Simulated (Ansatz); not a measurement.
What does this script print? It uses Ansatz's Python interface.

The script, `md_ch4geos.py`:
```python
import warnings

import ansatz as az
import numpy as np

BASIS = "def2-SVP"
FUNCTIONAL = "pbe"
N_STEPS = 40
TEMPERATURE_K = 300

warnings.simplefilter("ignore", az.DeckWarning)

geometry_ang = [
    ("O", (0.685, -0.763, 1.7343)),
    ("C", (0.6165, -0.3322, 0.5659)),
    ("S", (2.1188, 0.0873, -0.2733)),
    ("Ge", (-0.9752, -0.1519, -0.3697)),
    ("H", (2.0757, 1.4206, 0.1396)),
    ("H", (-1.9586, 0.8605, 0.3817)),
    ("H", (-0.7624, 0.3502, -1.8025)),
    ("H", (-1.7077, -1.5286, -0.4319)),
]
system = az.Crystal.molecule()
for symbol, xyz in geometry_ang:
    system = system.atom(symbol, xyz)

model = (
    system.calculation()
    .basis(gaussian=BASIS)
    .functional(FUNCTIONAL)
    .md("nvt_nose_hoover", timestep=0.25, steps=N_STEPS, temperature=TEMPERATURE_K, initial_velocities="maxwell_boltzmann", seed=36, thermostat_time=10)
)
frames = []
model.session().plan().execute(on_event=lambda e: frames.append(e["data"]) if e["event"] == "md_step" else None)
print("t (fs)   E_pot (eV)      E_kin (eV)   T (K)   d(0-1) (A)")
for f in frames[::1]:
    xyz = np.array(f["positions_ang"])
    print(f"{f['time_fs']:6.2f} {f['lagrangian_ev']:14.5f} {f['e_kin_ev']:10.5f} {f['temperature_k']:8.1f} {np.linalg.norm(xyz[0] - xyz[1]):9.4f}")
kept = np.array([f["conserved_ev"] for f in frames])
print(f"conserved energy moves by at most {1000 * np.ptp(kept):.3f} meV")
symbols = [site.symbol for site in system.cartesian_sites]
with open("last_frame.xyz", "w") as handle:
    handle.write(f"{len(symbols)}\nt = {frames[-1]['time_fs']} fs\n")
    handle.writelines("{:2s} {:10.5f} {:10.5f} {:10.5f}\n".format(s, *xyz) for s, xyz in zip(symbols, frames[-1]["positions_ang"]))
```

```console
$ python md_ch4geos.py
t (fs)   E_pot (eV)      E_kin (eV)   T (K)   d(0-1) (A)
  0.00   -70471.81597    0.23267    300.0    1.2472
  0.25   -70471.80002    0.21675    279.5    1.2483
  0.50   -70471.78492    0.20170    260.1    1.2491
  0.75   -70471.77113    0.18799    242.4    1.2495
  1.00   -70471.75907    0.17605    227.0    1.2496
  1.25   -70471.74911    0.16624    214.3    1.2494
  1.50   -70471.74156    0.15889    204.9    1.2489
  1.75   -70471.73666    0.15425    198.9    1.2481
  2.00   -70471.73460    0.15250    196.6    1.2469
  2.25   -70471.73545    0.15373    198.2    1.2454
  2.50   -70471.73925    0.15797    203.7    1.2436
  2.75   -70471.74592    0.16516    213.0    1.2415
  3.00   -70471.75531    0.17516    225.9    1.2391
  3.25   -70471.76719    0.18775    242.1    1.2364
  3.50   -70471.78124    0.20261    261.2    1.2335
  3.75   -70471.79708    0.21937    282.9    1.2303
  4.00   -70471.81427    0.23757    306.3    1.2269
  4.25   -70471.83230    0.25671    331.0    1.2233
  4.50   -70471.85065    0.27623    356.2    1.2195
  4.75   -70471.86876    0.29554    381.1    1.2155
  5.00   -70471.88607    0.31406    404.9    1.2114
  5.25   -70471.90207    0.33121    427.1    1.2072
  5.50   -70471.91627    0.34647    446.7    1.2030
  5.75   -70471.92826    0.35936    463.4    1.1986
  6.00   -70471.93771    0.36952    476.5    1.1943
  6.25   -70471.94441    0.37668    485.7    1.1900
  6.50   -70471.94825    0.38071    490.9    1.1857
  6.75   -70471.94925    0.38161    492.1    1.1816
  7.00   -70471.94756    0.37952    489.3    1.1775
  7.25   -70471.94342    0.37468    483.1    1.1737
  7.50   -70471.93719    0.36747    473.8    1.1700
  7.75   -70471.92931    0.35834    462.0    1.1666
  8.00   -70471.92025    0.34782    448.5    1.1634
  8.25   -70471.91056    0.33645    433.8    1.1606
  8.50   -70471.90077    0.32482    418.8    1.1580
  8.75   -70471.89141    0.31348    404.2    1.1559
  9.00   -70471.88299    0.30296    390.6    1.1541
  9.25   -70471.87599    0.29375    378.8    1.1527
  9.50   -70471.87080    0.28626    369.1    1.1516
  9.75   -70471.86779    0.28084    362.1    1.1511
 10.00   -70471.86721    0.27775    358.1    1.1509
conserved energy moves by at most 0.369 meV
```

File `last_frame.xyz` afterwards:
```text
8
t = 10.0 fs
O     0.64524   -0.73806    1.75108
C     0.64029   -0.40253    0.65020
S     2.11700    0.09914   -0.30698
Ge   -0.97409   -0.14828   -0.37247
H     2.17497    1.34298    0.17366
H    -1.90305    0.64293    0.45599
H    -0.63504    0.47708   -1.78217
H    -1.66529   -1.55530   -0.56106
```

Caveats:
- Total energies depend on the basis set; only differences at equal settings carry meaning.
- The trajectory is only some femtoseconds long, so its temperature is not equilibrated; where the script doesn't relax first, it starts from a rough generated geometry.
- The temperature counts the internal degrees of freedom alone.
- It ran for 2.1 min on 1 thread of Arm Neoverse V1, on a shared host, peak memory 0.2 GiB.

(Lines on the test bed's own set-up are left out of the output.)
